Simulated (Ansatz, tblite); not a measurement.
# Ge(OEt)H3 (C₂H₈GeO): one state, many levels

One table from this session's results is given with a row withheld; the runs are named, their logs left out.

Method: as each input shows; program: Ansatz 0.2.0, Gaussian basis.

Plan: GFN1-xTB, GFN2-xTB, PBE-D4/def2-TZVP, r2SCAN-D4/def2-TZVP, LC-ωPBE/def2-TZVP, r2SCAN0-D4/def2-TZVP, B97M-V/def2-TZVP, PBE-D4/def2-SVP, PBE0-D4/def2-SVP, HF/STO-3G, CCSD(T)/def2-SVP, MP2/def2-TZVP.

2 further runs of the same task are left out: 2 set aside as unsound or not needed.

### The relaxed structure

The singlet was relaxed beforehand with PBE-D4/def2-SVP.

12 atoms, charge 0, spin multiplicity 1.

Bond lengths: C1–C2 1.520 Å, C1–O4 1.421 Å, C1–H5 1.119 Å, C1–H6 1.119 Å, C2–H7 1.109 Å, C2–H8 1.108 Å, C2–H9 1.108 Å, Ge3–O4 1.804 Å, Ge3–H10 1.544 Å, Ge3–H11 1.557 Å, Ge3–H12 1.557 Å. Angles: C2–C1–O4 108.8°, C2–C1–H5 109.8°, C2–C1–H6 109.8°, O4–C1–H5 111.0°, O4–C1–H6 111.1°, H5–C1–H6 106.3°, C1–C2–H7 110.9°, C1–C2–H8 110.4°, C1–C2–H9 110.4°, H7–C2–H8 108.5°, H7–C2–H9 108.5°, H8–C2–H9 108.0°, O4–Ge3–H10 104.2°, O4–Ge3–H11 109.5°, O4–Ge3–H12 109.4°, H10–Ge3–H11 111.9°, H10–Ge3–H12 111.9°, H11–Ge3–H12 109.9° and more.

PBE0-D4/def2-TZVP was run before; its log isn't repeated, and its numbers join the tables.

Set-up of the first run:

Tight binding, by tblite at 300 K electronic temperature and without a spin-polarisation term:

```python
tblite.interface.Calculator('GFN1-xTB', numbers, positions, charge=0, uhf=0).singlepoint()
```

Tight binding, by tblite at 300 K electronic temperature and without a spin-polarisation term:

```python
tblite.interface.Calculator('GFN2-xTB', numbers, positions, charge=0, uhf=0).singlepoint()
```

start.molden holds the orbitals of an earlier run on this state, given as this run's starting guess.

File in.yaml:

```yaml
crystal:
  periodic: [false, false, false]
  atoms:
    - {symbol: C, position_ang: [-0.545842, 0.044700, 0.422081]}
    - {symbol: C, position_ang: [-0.376287, 0.053204, 1.932511]}
    - {symbol: Ge, position_ang: [0.833307, -0.083990, -1.983332]}
    - {symbol: O, position_ang: [0.738050, -0.034023, -0.182608]}
    - {symbol: H, position_ang: [-1.087645, 0.968363, 0.096063]}
    - {symbol: H, position_ang: [-1.187906, -0.820291, 0.117782]}
    - {symbol: H, position_ang: [-1.360195, 0.116579, 2.440079]}
    - {symbol: H, position_ang: [0.135324, -0.870453, 2.269777]}
    - {symbol: H, position_ang: [0.239190, 0.919462, 2.247829]}
    - {symbol: H, position_ang: [2.346721, -0.162468, -2.281081]}
    - {symbol: H, position_ang: [0.192362, 1.207115, -2.572655]}
    - {symbol: H, position_ang: [0.072912, -1.338209, -2.506444]}
basis:
  gaussian: {orbitals: def2-TZVP, initial_orbitals: start.molden}
hamiltonian: {xc: pbe, dispersion: d4}
scf: {omitted_lower_state_checks: [starts]}
output: {forces: true, orbitals: {seedname: orbitals}}
```

On the command line:

```bash
$ ansatz run in.yaml --threads 2 --pin off --events-out ev --progress --plain --max-ram 4352MiB
```

Among the steps run: PBE-D4/def2-TZVP; r2SCAN-D4/def2-TZVP; LC-ωPBE/def2-TZVP; r2SCAN0-D4/def2-TZVP; B97M-V/def2-TZVP; PBE-D4/def2-SVP; PBE0-D4/def2-SVP; HF/STO-3G; CCSD(T)/def2-SVP; MP2/def2-TZVP.

One table of the session follows, with a row left open; its other results are not shown here.

It belongs to the step «Binding energy». 

| method | binding an atom (eV) |
| --- | --- |
| HF/STO-3G | 3.421 |
| HF/def2-SVP | 2.676 |
| HF/def2-TZVP | 2.644 |
| PBE-D4/def2-SVP | ? |
| PBE-D4/def2-TZVP | 3.635 |
| r2SCAN-D4/def2-TZVP | 3.602 |
| B97M-V/def2-TZVP | 3.612 |
| PBE0-D4/def2-SVP | 3.609 |
| PBE0-D4/def2-TZVP | 3.584 |
| r2SCAN0-D4/def2-TZVP | 3.555 |
| LC-ωPBE/def2-TZVP | 3.576 |
| MP2/def2-SVP | 3.445 |
| MP2/def2-TZVP | 3.498 |
| CCSD/def2-SVP | 3.409 |
| CCSD(T)/def2-SVP | 3.439 |

**Question.** Estimate the row for PBE-D4/def2-SVP.

The run gave: binding an atom (eV): 3.659. In the column «binding an atom (eV)» it is the highest.

Caveats from the session: Free atoms were run apart at each level; binding is atoms less cluster, divided by the number of atoms, without zero-point or spin-orbit terms.
